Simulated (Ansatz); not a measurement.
A run of Ansatz 0.2.0 is set up as follows.

File input.yaml:

```yaml
crystal:
  lattice:
    - [5.381, 0.0, 0.0]
    - [0.0, 3.428, 0.0]
    - [0.0, 0.0, 5.811]
  atoms:
    - { symbol: Ge, position: [0.312, 0.75, 0.917] }
    - { symbol: Ge, position: [0.688, 0.25, 0.083] }
    - { symbol: Ge, position: [0.188, 0.25, 0.417] }
    - { symbol: Ge, position: [0.812, 0.75, 0.583] }
    - { symbol: Ni, position: [0.495, 0.75, 0.31], spin: 1.0 }
    - { symbol: Ni, position: [0.505, 0.25, 0.69], spin: -1.0 }
    - { symbol: Ni, position: [0.005, 0.25, 0.81], spin: 1.0 }
    - { symbol: Ni, position: [0.995, 0.75, 0.19], spin: -1.0 }
hamiltonian:
  xc: pbesol
  pseudopotentials: { kind: paw }
magnetization:
  spin_polarized: true
kpoints:
  mp_grid: { grid: [5, 8, 5] }
scf:
  occupations: { method: fermi_dirac, width: 0.05 }
output:
  forces: true
  stress: true
  eigenvalues: true
  write_density: true
  write_potential: true
  elf: true
  volumetric_format: npy
```

Potentials or basis: Ansatz PAW.

Command:

```console
$ ansatz run input.yaml --threads 4 --pin off --max-ram 11264MiB --backend cpu --events-out ev --progress --plain --runs-dir out
```

**Question.** Predict the absolute moment.

**Answer.** 0.00 μB per cell.

**Question.** Predict the net moment.

**Answer.** 0.00 μB per cell.

**Question.** Predict the largest force.

**Answer.** 0.180 eV/Å.

Stress tensor (GPa, compression positive):
```
-4.23  0.00  0.00
 0.00 -2.64  0.00
 0.00  0.00 -2.86
```

Caveat: the PAW data sets come from PBE, with cores solved anew for the run's functional, which leaves a small shift of forces and pressure; the starting moments weren't kept.
